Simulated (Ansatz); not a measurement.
# GeH₄NO+ (SMILES [NH2][GeH+][OH]): single points off equilibrium

A test off equilibrium: a structure displaced at random from a GFN2-xTB minimum is computed at several levels, and each is set against CCSD(T).

The runs use Ansatz 0.2.0, Gaussian basis; single points in def2-TZVPP.

Correlated methods freeze the cores. Filled d shells of the heavier atoms are correlated.

**1. The system as given**

SMILES `[NH2][GeH+][OH]`, 7 atoms, charge 1, spin multiplicity 1.

Atoms are counted from 1 here; the program's logs count them from 0.

Bond lengths: N1–Ge2 1.732 Å, N1–H4 0.993 Å, N1–H5 1.101 Å, Ge2–O3 1.700 Å, Ge2–H6 1.487 Å, O3–H7 0.926 Å. Angles: Ge2–N1–H4 129.0°, Ge2–N1–H5 122.7°, H4–N1–H5 105.1°, N1–Ge2–O3 120.6°, N1–Ge2–H6 127.0°, O3–Ge2–H6 112.4°, Ge2–O3–H7 133.0°.

Coordinates:

```xyz
7
charge 1, multiplicity 1
N    -1.1769   -0.2404    0.1984
Ge    0.5061    0.0619    0.4713
O     1.5216    0.5175   -0.8131
H    -1.8336   -0.6935    0.7894
H    -1.6164   -0.2902   -0.8101
H     1.2380   -0.0500    1.7611
H     1.3715    0.6681   -1.7143
```

**2. CCSD(T)/def2-TZVPP**

run/in.yaml

```yaml
crystal:
  periodic: [false, false, false]
  atoms:
    - {symbol: N, position_ang: [-1.176900, -0.240400, 0.198400]}
    - {symbol: Ge, position_ang: [0.506100, 0.061900, 0.471300]}
    - {symbol: O, position_ang: [1.521600, 0.517500, -0.813100]}
    - {symbol: H, position_ang: [-1.833600, -0.693500, 0.789400]}
    - {symbol: H, position_ang: [-1.616400, -0.290200, -0.810100]}
    - {symbol: H, position_ang: [1.238000, -0.050000, 1.761100]}
    - {symbol: H, position_ang: [1.371500, 0.668100, -1.714300]}
basis:
  gaussian: {orbitals: def2-TZVPP}
total_charge: 1
correlation: {method: ccsd_t}
output: {forces: true}
```

No record of the launch command was kept for these runs.

**3. PBE0-D4/def2-TZVPP**

Edit run/in.yaml of step 2 so:

```diff
@@ -13,3 +13,3 @@
 total_charge: 1
-correlation: {method: ccsd_t}
-output: {forces: true}
+hamiltonian: {xc: pbe0, dispersion: d4}
+output: {forces: true, orbitals: {seedname: orbitals}}
```

**4. wB97M-V/def2-TZVPP**

Edit run/in.yaml of step 3 so:

```diff
@@ -13,3 +13,3 @@
 total_charge: 1
-hamiltonian: {xc: pbe0, dispersion: d4}
-output: {forces: true, orbitals: {seedname: orbitals}}
+hamiltonian: {xc: {name: wB97M-V}}
+output: {forces: true}
```

**5. r2SCAN-D4/def2-TZVPP**

Edit run/in.yaml of step 4 so:

```diff
@@ -13,3 +13,3 @@
 total_charge: 1
-hamiltonian: {xc: {name: wB97M-V}}
+hamiltonian: {xc: r2scan, dispersion: d4}
 output: {forces: true}
```

**6. PBE-D4/def2-TZVPP**

Edit run/in.yaml of step 5 so:

```diff
@@ -13,3 +13,3 @@
 total_charge: 1
-hamiltonian: {xc: r2scan, dispersion: d4}
+hamiltonian: {xc: pbe, dispersion: d4}
 output: {forces: true}
```

**7. LC-wPBE/def2-TZVPP**

Edit run/in.yaml of step 6 so:

```diff
@@ -13,3 +13,3 @@
 total_charge: 1
-hamiltonian: {xc: pbe, dispersion: d4}
+hamiltonian: {xc: {name: LC-wPBE}}
 output: {forces: true}
```

**8. r2SCAN0-D4/def2-TZVPP**

Edit run/in.yaml of step 7 so:

```diff
@@ -13,3 +13,3 @@
 total_charge: 1
-hamiltonian: {xc: {name: LC-wPBE}}
+hamiltonian: {xc: {name: r2SCAN0}, dispersion: d4}
 output: {forces: true}
```

(Steps that only read results are left out.)

What does the calculation give? Wanted: energy less free atoms, CCSD(T)/def2-TZVPP; RMS force component; RMS force error; HOMO and LUMO, PBE0-D4; T1 diagnostic.

As calculated:

| quantity | value |
| --- | --- |
| energy less free atoms, CCSD(T)/def2-TZVPP | -14.898 eV |
| RMS force component | 1.320 to 1.359 eV/Å over the methods |
| RMS force error | PBE0-D4 0.060, wB97M-V 0.045, r2SCAN-D4 0.030, PBE-D4 0.213, LC-wPBE 0.151, r2SCAN0-D4 0.151 eV/Å |
| HOMO and LUMO, PBE0-D4 | -14.46 and -7.32 eV |
| T1 diagnostic | 0.014 |

**Reading.** Against CCSD(T) the functionals' energies less atoms differ by -0.991 to +0.147 eV, PBE-D4 by -0.991 eV. CCSD(T) in triple zeta still lacks some correlation energy of the bonds, so part of these gaps is its own basis error and they don't rank the functionals. The forces of r2SCAN-D4 come nearest to CCSD(T), those of PBE-D4 are farthest. Frozen-core CCSD(T) forces in triple zeta carry basis errors of their own, and this is one geometry, so small gaps rank nothing.
